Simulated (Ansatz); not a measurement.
**CH5ClOSSi: a ladder of functionals and wavefunction methods**

One table from this session's results is given with a row withheld; the runs are named, their logs left out.

The runs use Ansatz 0.2.0, Gaussian basis; functionals in def2-TZVPP, the program's frozen cores in correlated methods.

Plan: LDA (SPW92), PBE-D4, revPBE-D4, BLYP-D4, r2SCAN-D4, B97M-V, PBE0-D4, B3LYP-D4, r2SCANh-D4, r2SCAN0-D4, HSE06-D4, BHLYP-D4, CAM-B3LYP-D4, LC-ωPBE, ωB97X-V, ωB97M-V, B2PLYP, PBE-QIDH; CCSD(T)/def2-SVP; CCSD(T)/def2-TZVPP; MP2/def2-QZVPP; extrapolation to the limit; RPA on PBE.

## The geometry

All runs share one geometry, relaxed beforehand with PBE0-D4 in a triple-zeta def2 set.

SMILES `OC(Cl)[SiH2]S`, 10 atoms, charge 0, spin multiplicity 1.

Atoms are counted from 1 here; the program's logs count them from 0.

Bond lengths: O1–C2 1.371 Å, O1–H6 0.969 Å, C2–Cl3 1.839 Å, C2–Si4 1.903 Å, C2–H7 1.090 Å, Si4–S5 2.136 Å, Si4–H8 1.480 Å, Si4–H9 1.484 Å, S5–H10 1.346 Å. Angles: C2–O1–H6 108.4°, O1–C2–Cl3 111.8°, O1–C2–Si4 113.4°, O1–C2–H7 108.0°, Cl3–C2–Si4 105.1°, Cl3–C2–H7 103.9°, Si4–C2–H7 114.3°, C2–Si4–S5 105.2°, C2–Si4–H8 111.0°, C2–Si4–H9 110.3°, S5–Si4–H8 113.5°, S5–Si4–H9 105.0°, H8–Si4–H9 111.5°, Si4–S5–H10 93.3°.

The first run:

Input file in.yaml:

```yaml
crystal:
  periodic: [false, false, false]
  atoms:
    - {symbol: O, position_ang: [0.505737, 0.714493, 1.626270]}
    - {symbol: C, position_ang: [0.634727, -0.380332, 0.811128]}
    - {symbol: Cl, position_ang: [2.158972, -0.293971, -0.213299]}
    - {symbol: Si, position_ang: [-0.789516, -0.565941, -0.436531]}
    - {symbol: S, position_ang: [-1.031669, 1.370421, -1.304315]}
    - {symbol: H, position_ang: [0.177135, 1.454358, 1.094287]}
    - {symbol: H, position_ang: [0.792652, -1.253543, 1.443730]}
    - {symbol: H, position_ang: [-0.491433, -1.624725, -1.426924]}
    - {symbol: H, position_ang: [-2.065007, -0.829443, 0.274948]}
    - {symbol: H, position_ang: [0.191603, 1.357585, -1.866291]}
basis:
  gaussian: {orbitals: def2-TZVPP}
hamiltonian: {xc: lda}
output: {orbitals: {seedname: orbitals}}
```

Started as:

```bash
ansatz run in.yaml --threads 4 --pin off --events-out ev --progress --plain --max-ram 10444MiB
```

Steps of the session up to this table: LDA; PBE-D4 (GGA); revPBE-D4 (GGA); BLYP-D4 (GGA); r2SCAN-D4 (meta-GGA); B97M-V (meta-GGA); B3LYP-D4 (hybrid); r2SCANh-D4 (hybrid); r2SCAN0-D4 (hybrid); HSE06-D4 (hybrid); BHLYP-D4 (hybrid); CAM-B3LYP-D4 (range-separated); LC-ωPBE (range-separated); ωB97X-V (range-separated); ωB97M-V (range-separated); B2PLYP (double hybrid); PBE-QIDH (double hybrid).

One of the session's tables, all rows but one given; the rest of the session is left out.

It belongs to the step «Frontier levels by functional». 

| functional | HOMO (eV) | gap (eV) |
| --- | --- | --- |
| LDA (SPW92) | -6.77 | 5.35 |
| PBE-D4 | -6.63 | 5.45 |
| revPBE-D4 | -6.57 | 5.50 |
| BLYP-D4 | -6.50 | 5.45 |
| r2SCAN-D4 | -6.92 | 6.03 |
| B97M-V | -7.03 | 6.08 |
| PBE0-D4 | -7.91 | 7.64 |
| B3LYP-D4 | -7.68 | 7.19 |
| r2SCANh-D4 | -7.39 | 6.84 |
| r2SCAN0-D4 | -8.11 | 8.02 |
| HSE06-D4 | -7.51 | 6.86 |
| BHLYP-D4 | -9.06 | 9.68 |
| CAM-B3LYP-D4 | -9.26 | 9.99 |
| LC-ωPBE | ? | ? |
| ωB97X-V | -10.27 | 12.05 |
| ωB97M-V | -10.11 | 11.59 |

**Question.** Estimate the row for LC-ωPBE.

As computed: HOMO (eV): -10.62; gap (eV): 12.55. In the column «HOMO (eV)» it is the lowest.
